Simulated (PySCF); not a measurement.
# H8O4Yb (Yb(H2O)42+): the cost of one run

Method: several levels, as the steps say, no spin–orbit coupling; program: PySCF 2.14.0.

1 further run of the same task is left out (for a known fault of the program).

## (1) Starting geometry

13 atoms, charge 2, spin multiplicity 1.

Bond lengths: Yb1–O2 2.422 Å, Yb1–O5 2.422 Å, Yb1–O8 2.422 Å, Yb1–O11 2.422 Å, O2–H3 0.971 Å, O2–H4 0.971 Å, O5–H6 0.972 Å, O5–H7 0.972 Å, O8–H9 0.971 Å, O8–H10 0.971 Å, O11–H12 0.972 Å, O11–H13 0.972 Å. Angles: O2–Yb1–O5 111.0°, O2–Yb1–O8 106.4°, O2–Yb1–O11 111.0°, O5–Yb1–O8 111.0°, O5–Yb1–O11 106.4°, O8–Yb1–O11 111.0°, Yb1–O2–H3 127.8°, Yb1–O2–H4 128.2°, H3–O2–H4 104.0°, Yb1–O5–H6 128.2°, Yb1–O5–H7 127.8°, H6–O5–H7 104.1°, Yb1–O8–H9 128.2°, Yb1–O8–H10 127.8°, H9–O8–H10 104.0°, Yb1–O11–H12 127.8°, Yb1–O11–H13 128.2°, H12–O11–H13 104.1°.

Geometry (Å):

```
Yb    0.0000    0.0000    0.0000
O     1.4509    1.3377    1.4041
H     1.3624    1.5124    2.3555
H     2.2566    1.8175    1.1504
O    -1.4510   -1.4041    1.3377
H    -2.2571   -1.1503    1.8172
H    -1.3619   -2.3556    1.5127
O     1.4509   -1.3377   -1.4041
H     2.2566   -1.8175   -1.1504
H     1.3624   -1.5124   -2.3555
O    -1.4510    1.4041   -1.3377
H    -1.3619    2.3556   -1.5127
H    -2.2571    1.1503   -1.8172
```

Formal oxidation states: Yb +2. Each metal's 14 4f electrons lie in its core potential, so multiplicities, spins and levels count the valence alone. An earlier session relaxed this geometry at PBE0, Yb lcecp-0-SVP with ECP60, O def2-SVP, H def2-SVP (singlet, point group S4).

At PBE0 on the finer grid: E = -337.739916 Eh, frontier levels not given, since the 4f levels lie in the core, Mulliken charge on Yb1 +1.22 e, largest force component 0.009 eV/Å. 

Levels to run: M06-L; revPBE; PBE0, TZVP. Hardware: 2 threads of Arm Neoverse V1, shared host.

## (2) M06-L

run.py (the lines that set the calculation)

```python
mol = gto.M(atom='''
Yb     0.00000     0.00000     0.00000
O      1.45094     1.33770     1.40408
H      1.36239     1.51235     2.35550
H      2.25660     1.81754     1.15038
O     -1.45097    -1.40406     1.33768
H     -2.25707    -1.15027     1.81717
H     -1.36189    -2.35564     1.51270
O      1.45094    -1.33770    -1.40408
H      2.25660    -1.81754    -1.15038
H      1.36239    -1.51235    -2.35550
O     -1.45097     1.40406    -1.33768
H     -1.36189     2.35564    -1.51270
H     -2.25707     1.15027    -1.81717''',
    basis={'Yb': 'lcecp-0-SVP', 'O': 'def2-SVP', 'H': 'def2-SVP'},
    ecp={'Yb': 'lcecp-0-SVP'},
    charge=2, spin=0)
mf = dft.RKS(mol, xc='M06L')
mf.grids.atom_grid = (75, 302)  # f atoms: unpruned, at least (60, 302)
mf = mf.density_fit()  # fitting sets: Yb AutoAux, O def2-universal-JKFIT, H def2-universal-JKFIT
mf.conv_tol = 1e-08; mf.max_cycle = 55
mf.kernel(dm0)  # dm0: the density of the relaxed state
```

The run is started by

```
> OMP_NUM_THREADS=2 python run.py
```

**Question.** How long does this run take on 2 threads of Arm Neoverse V1, shared host?

About 15 s.
